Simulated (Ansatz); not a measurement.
# CH6ClSi2 radical: basis-set convergence

Aim: see how fast density functionals converge with the basis set for CH6ClSi2 radical.

Method: one geometry, several basis sets; program: Ansatz 0.2.0, Gaussian basis.

Levels to be run: PBE0-D4/def2-SVP; ωB97M-V/def2-SVP; PBE0-D4/def2-QZVPP; ωB97M-V/def2-QZVPP; the functionals' def2-TZVPP values are taken from earlier runs.

## Step 1: Structure used throughout

All runs share one geometry, relaxed beforehand with PBE0-D4 in a triple-zeta def2 set.

SMILES `C[Si]([SiH3])Cl`, 10 atoms, charge 0, spin multiplicity 2.

Atoms are counted from 1 here; the program's logs count them from 0.

Bond lengths: C1–Si2 1.872 Å, C1–H5 1.093 Å, C1–H6 1.094 Å, C1–H7 1.092 Å, Si2–Si3 2.338 Å, Si2–Cl4 2.073 Å, Si3–H8 1.485 Å, Si3–H9 1.490 Å, Si3–H10 1.489 Å. Angles: Si2–C1–H5 110.0°, Si2–C1–H6 110.4°, Si2–C1–H7 110.6°, H5–C1–H6 108.7°, H5–C1–H7 108.6°, H6–C1–H7 108.4°, C1–Si2–Si3 115.2°, C1–Si2–Cl4 108.2°, Si3–Si2–Cl4 108.6°, Si2–Si3–H8 109.0°, Si2–Si3–H9 112.4°, Si2–Si3–H10 108.4°, H8–Si3–H9 109.1°, H8–Si3–H10 109.2°, H9–Si3–H10 108.7°.

## Step 2: PBE0-D4 in def2-SVP

in.yaml

```yaml
crystal:
  periodic: [false, false, false]
  atoms:
    - {symbol: C, position_ang: [-0.817569, 1.375863, -0.759041]}
    - {symbol: Si, position_ang: [-0.393391, -0.447416, -0.745350]}
    - {symbol: Si, position_ang: [1.253532, -1.073924, 0.791396]}
    - {symbol: Cl, position_ang: [-2.123087, -1.512607, -0.329974]}
    - {symbol: H, position_ang: [0.078727, 1.966185, -0.964956]}
    - {symbol: H, position_ang: [-1.223459, 1.680834, 0.209710]}
    - {symbol: H, position_ang: [-1.561615, 1.592124, -1.528286]}
    - {symbol: H, position_ang: [1.490478, -2.535581, 0.676362]}
    - {symbol: H, position_ang: [0.871370, -0.750868, 2.195133]}
    - {symbol: H, position_ang: [2.508214, -0.345808, 0.457808]}
basis:
  gaussian: {orbitals: def2-SVP}
magnetization: {spin_polarized: true, initial_magnetization: 1}
hamiltonian: {xc: pbe0, dispersion: d4}
output: {orbitals: {seedname: orbitals}}
```

Further steps of the session: ωB97M-V in def2-SVP; PBE0-D4 in def2-QZVPP; ωB97M-V in def2-QZVPP.

**Question.** What will the summary of the whole plan be? Wanted: PBE0-D4: double and triple zeta above quadruple; ωB97M-V: double and triple zeta above quadruple.

**Answer**, as computed:

| quantity | value |
| --- | --- |
| PBE0-D4: double and triple zeta above quadruple | 12.10, 0.96 eV |
| ωB97M-V: double and triple zeta above quadruple | 12.13, 0.92 eV |

What this shows: PBE0-D4 gains 11.13 eV from double to triple zeta, then 0.96 eV more. Total energies overstate the basis error of differences, where much of it tends to cancel.
